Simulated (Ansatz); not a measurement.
**Al: a surface, (110), 5 layers**

What do the surfaces of Al (110), 5 layers cost, and how tightly do they hold an electron? Methods of the runs shown: PAW. Its runs: bulk cell relaxed (PAW); bulk in the slab's orientation (PAW); the reference run (PAW); atoms relaxed (PAW); no images along the normal (PAW); field of 0.1 V/Å along the normal (PAW); core holes in 2p of Al (PAW).

Method: DFT, PBEsol, PAW with Ansatz's default frozen-core files, scalar-relativistic, in Ansatz 0.2.0.

## 1. The structure to begin with

Symmetry: Fm-3m, No. 225, cubic system. The conventional cell has a = 4.050 Å, b = 4.050 Å, c = 4.050 Å, α = 90.00°, β = 90.00°, γ = 90.00°. Al (site symmetry m-3m) has 12 Al at 2.86 Å as nearest neighbours.

As a file:

```xyz
1
Lattice="0.0000 2.0251 2.0251 2.0251 0.0000 2.0251 2.0251 2.0251 0.0000" Properties=species:S:1:pos:R:3 pbc="T T T"
Al    0.0000    0.0000    0.0000
```

## 2. Bulk cell relaxed, PAW

input.yaml reads:

```yaml
crystal:
  lattice:
    - [0.0, 2.0251003354, 2.0251003354]
    - [2.0251003354, 0.0, 2.0251003354]
    - [2.0251003354, 2.0251003354, 0.0]
  atoms:
    - { symbol: Al, position: [0.0, 0.0, 0.0] }
kpoints:
  mp_grid: { grid: [18, 18, 18] }
scf:
  occupations: { method: fermi_dirac, width: 0.05 }
hamiltonian:
  xc: pbesol
  pseudopotentials: { kind: paw }
output:
  forces: true
  stress: true
relax:
  f_tol: 0.005
  max_steps: 40
  cell: {}
```

Started as:

```
$ ansatz run input.yaml --threads 2 --pin off --max-ram 4096MiB --backend cpu --events-out ev --progress --plain --runs-dir out
```

Further steps of the session: Bulk in the slab's orientation, PAW; Slab as cut, PAW; Atoms relaxed, PAW; No images along the normal, PAW; Field of 0.1 V/Å along the normal, PAW; Core holes in 2p of Al, PAW.

What does the calculation give? Wanted: surface energy; work function; outer layer spacing; core-level shifts among the layers.

As calculated:

| quantity | value |
| --- | --- |
| surface energy (PAW, relaxed) | 1.11 J/m² |
| work function (PAW, relaxed) | 4.01 eV |
| outer layer spacing (PAW) | 1.42 → 1.34 Å |
| core-level shifts among the layers (PAW holes) | Al1 +0.00, Al2 -0.01, Al3 -0.02 eV |

**Reading.** By PAW the surface costs 1.13 J/m² as cut and 1.11 J/m² relaxed. The outermost spacing changes by -5.3 % (PAW). The field of 0.1 V/Å along the normal induces a dipole of 0.055 e·Å per cell (PAW). Thickness wasn't converged, and no reconstruction was sought.
